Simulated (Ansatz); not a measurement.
# Ga4SbAs3: the cost of one run

The runs shown are made with Ansatz 0.2.0. PAW datasets, plane waves. Simulation only: spin-unpolarised, and no claim that this is the phase found in nature.

### Step 1. The system as given

The cell was relaxed beforehand with r2SCAN.

The symmetry is Pmm2 (No. 25, orthorhombic); conventional cell a = 4.094 Å, b = 8.187 Å, c = 5.773 Å, 24.19 Å³ an atom. Near As stand 4 Ga at 2.47–2.48 Å; near Ga stand 3 As at 2.45–2.48 Å and 1 Sb at 2.62 Å; near As stand 4 Ga at 2.45–2.48 Å; near Ga stand 4 As at 2.48 Å; near Sb stand 4 Ga at 2.59–2.62 Å.

The structure in full:

```cif
data_structure
_symmetry_space_group_name_H-M 'Pmm2'
_symmetry_Int_Tables_number 25
_cell_length_a 4.0942
_cell_length_b 8.1866
_cell_length_c 5.7733
_cell_angle_alpha 90.000
_cell_angle_beta 90.000
_cell_angle_gamma 90.000
_cell_volume 193.51
loop_
_atom_site_label
_atom_site_type_symbol
_atom_site_symmetry_multiplicity
_atom_site_Wyckoff_symbol
_atom_site_fract_x
_atom_site_fract_y
_atom_site_fract_z
_atom_site_occupancy
As1 As 2 g 0.00000 0.24210 0.00017 1
Ga1 Ga 2 h 0.50000 0.23694 0.75859 1
As2 As 1 c 0.50000 0.00000 0.50071 1
Ga2 Ga 1 a 0.00000 0.00000 0.25855 1
Sb1 Sb 1 d 0.50000 0.50000 0.49969 1
Ga3 Ga 1 b 0.00000 0.50000 0.22351 1
```

### Step 2. Band structure with PBE

Contents of input.yaml:

```yaml
crystal:
  lattice:
    - [4.0941651626, 0.0, 0.0]
    - [0.0, 8.1866380325, 0.0]
    - [0.0, 0.0, 5.7732668314]
  atoms:
    - { symbol: As, position: [0.0, 0.2420996401, 0.0001723685] }
    - { symbol: Ga, position: [0.5, 0.2369364711, 0.758594411] }
    - { symbol: As, position: [0.5, 0.0, 0.5007149643] }
    - { symbol: Ga, position: [0.0, 0.0, 0.2585455791] }
    - { symbol: As, position: [0.0, 0.7579003599, 0.0001723685] }
    - { symbol: Ga, position: [0.5, 0.7630635289, 0.758594411] }
    - { symbol: Sb, position: [0.5, 0.5, 0.4996932774] }
    - { symbol: Ga, position: [0.0, 0.5, 0.22351262] }
kpoints:
  mp_grid: { grid: [6, 4, 4] }
  band_path:
    path:
      - [[0.0, 0.0, 0.0], [0.5, -9.985125694028e-34, -6.528655858558e-18], [0.5, 0.5, -6.528655858558e-18], [-4.173849293737e-52, 0.5, -1.247895552034e-34], [0.0, 0.0, 0.0], [-2.101197274328e-34, 2.113213989856e-51, 0.5], [0.5, -9.985125694028e-34, 0.5], [0.5, 0.5, 0.5], [-4.553367439912e-34, 0.5, 0.5], [-2.101197274328e-34, 2.113213989856e-51, 0.5]]
      - [[0.5, -9.985125694028e-34, -6.528655858558e-18], [0.5, -9.985125694028e-34, 0.5]]
      - [[-4.173849293737e-52, 0.5, -1.247895552034e-34], [-4.553367439912e-34, 0.5, 0.5]]
      - [[0.5, 0.5, -6.528655858558e-18], [0.5, 0.5, 0.5]]
    npoints: 10
hamiltonian:
  xc: pbe
scf:
  occupations: { method: fermi_dirac, width: 0.02 }
  n_extra_bands: 6
output:
  forces: true
  stress: true
  eigenvalues: true
  write_density: true
  write_potential: true
  elf: true
  volumetric_format: npy
```

Run with:

```console
ansatz run input.yaml --threads 4 --pin off --max-ram 6451MiB --backend cpu --events-out ev --progress --plain --runs-dir out
```

What time and memory should one allow on 4 threads of Intel Xeon Platinum 8488C (Sapphire Rapids), shared host?

About 22 s, with a peak of 1.3 GiB.
